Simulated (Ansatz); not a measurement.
**CCSD/STO-3G run of GeS (germanium sulfide)**

What is the electronic atomisation energy of GeS (germanium sulfide) at CCSD/STO-3G? 

The calculation is run with Ansatz 0.2.0.

58 further runs of the same task are left out: 29 that didn't finish, 29 set aside as unsound or not needed.

### Step 1. The system as given

The species is GeS (2 atoms), meant as a singlet with charge 0. SMILES: `[S+]#[Ge-]`. Geometry: the measured bond length.

Bond lengths: S1–Ge2 2.012 Å.

### Step 2. A single-point energy at CCSD/STO-3G

Contents of job.yaml:

```yaml
crystal:
  periodic: [false, false, false]
  atoms:
    - {symbol: S, position_ang: [0.000000, 0.000000, 0.000000]}
    - {symbol: Ge, position_ang: [0.000000, 0.000000, 2.012086]}
basis:
  gaussian: {orbitals: STO-3G}
correlation: {method: ccsd, frozen_orbitals: {Ge: 9, S: 5}}
accuracy: high
scf: {omitted_lower_state_checks: [cluster_reference, increment]}
```

Launch:

```console
$ ansatz run job.yaml --threads 1 --pin off --max-ram 2610MiB --events-out events.jsonl --progress --plain --runs-dir runs
```

The program printed (excerpt; [...] marks lines left out):

```text
Warning: RAYON_NUM_THREADS=1 ignored (pool sized by the plan → 1); use --threads N
Functional definition: HF
  name "HF"
[...]
374 factors; integrals over basis functions are off by at most 1.1e-8 eV
[...]
mean field -66529.32124732 eV, -2444.9074606456 hartree, gradient 3.0e-8 eV, S^2 0.000000; 0 other end points of the search recorded, 0 dependent functions left out; unrestricted orbitals would lower it
14 core orbitals not correlated: weight in the atoms' cores, before any rotation towards them, 1.000 or more for the frozen orbitals, at most 0.000 for the correlated occupied ones
reference -66529.32124732 eV, -2444.9074606456 hartree; 10, 10 occupied and 3, 3 virtual orbitals, 374 factors
second order -2.64977736 eV of doubles, -0.00000000 eV of singles
cycle   1  -2.28402809 eV  change    3.7e-1 eV  update   1.8e-1
[...]
cycle  20  -2.63804246 eV  change    1.2e-9 eV  update   1.8e-9
Total energy: -66531.95928978 eV, -2445.0044069178 hartree
Checks for a lower state left out: cluster_reference, increment
```

Wall time 0.3 s (1 thread of Arm Neoverse V1, shared host).

### Step 3. The Ge atom

Contents of job.yaml:

```yaml
crystal:
  periodic: [false, false, false]
  atoms:
    - symbol: Ge
      position_ang: [0.000000, 0.000000, 0.000000]
basis:
  gaussian: {orbitals: STO-3G}
correlation: {method: ccsd, frozen_orbitals: {Ge: 9}}
accuracy: high
magnetization: {spin_polarized: true, initial_magnetization: 2}
scf: {omitted_lower_state_checks: [cluster_reference, increment]}
```

Run the same way, it converges to -2051.64970 Eh (log not shown).

### Step 4. The S atom, same level

Contents of molecule.yaml:

```yaml
basis:
  gaussian:
    orbitals: STO-3G
crystal:
  periodic: [false, false, false]
  atoms:
    - {symbol: S, position_ang: [0.000000, 0.000000, 0.000000]}
magnetization:
  spin_polarized: true
  initial_magnetization: 2
accuracy: high
scf:
  omitted_lower_state_checks: [cluster_reference, increment]
correlation:
  method: ccsd
  frozen_orbitals: {S: 5}
total_charge: 0
```

Launch:

```console
$ ansatz run molecule.yaml --threads 1 --pin off --max-ram 2610MiB --events-out events.jsonl --progress --plain --runs-dir runs
```

The program printed (excerpt; [...] marks lines left out):

```text
Warning: RAYON_NUM_THREADS=1 ignored (pool sized by the plan → 1); use --threads N
[... 2 set-up lines as earlier in the session ...]
[...]
42 factors; integrals over basis functions are off by at most 2.4e-9 eV
[...]
mean field -10697.61824501 eV, -393.1302193981 hartree, gradient 1.5e-9 eV, S^2 2.000000; 3 other end points of the search recorded, 0 dependent functions left out
5 core orbitals not correlated: weight in the atoms' cores, before any rotation towards them, 1.000 or more for the frozen orbitals, at most 0.000 for the correlated occupied ones
reference -10697.61824501 eV, -393.1302193981 hartree; 4, 2 occupied and 0, 2 virtual orbitals, 42 factors
second order 0.00000000 eV of doubles, 0.00000000 eV of singles
cycle   1  -0.00000000 eV  change     0.0e0 eV  update    0.0e0
cycle   2  -0.00000000 eV  change     0.0e0 eV  update    0.0e0
Total energy: -10697.61824501 eV, -393.1302193981 hartree
Checks for a lower state left out: cluster_reference, increment
```

It took 0.08 s on 1 thread of Arm Neoverse V1, shared host.

### Step 5. Summary of results

At CCSD/STO-3G, 14 core orbitals frozen:

| quantity | value |
| --- | --- |
| molecule: total energy | -2445.00441 Eh |
| molecule: correlation energy (14 core orbitals frozen) | -96.9 mEh |
| molecule: T1 diagnostic | 0.028 |
| Ge atom: total energy | -2051.64970 Eh |
| Ge atom: correlation energy (9 core orbitals frozen) | -13.4 mEh |
| Ge atom: ⟨S²⟩ of the reference determinant | 2.000 |
| Ge atom: T1 diagnostic | 0.000 |
| S atom: total energy | -393.13022 Eh |
| S atom: correlation energy (5 core orbitals frozen) | 0.0 mEh |
| S atom: ⟨S²⟩ of the reference determinant | 2.000 |
| S atom: T1 diagnostic | 0.000 |
| electronic atomisation energy | 6.109 eV |

What this shows: Taking the molecule apart into free atoms costs 6.11 eV (141 kcal/mol), before zero-point energy and without spin-orbit coupling. In a minimal basis such a difference can be off by several eV, whatever the method. The T1 diagnostic (molecule) of 0.028 is above the customary mark for such species, so a single reference may not serve. The restricted solution (molecule) is unstable to spin breaking: an unrestricted one lies lower.
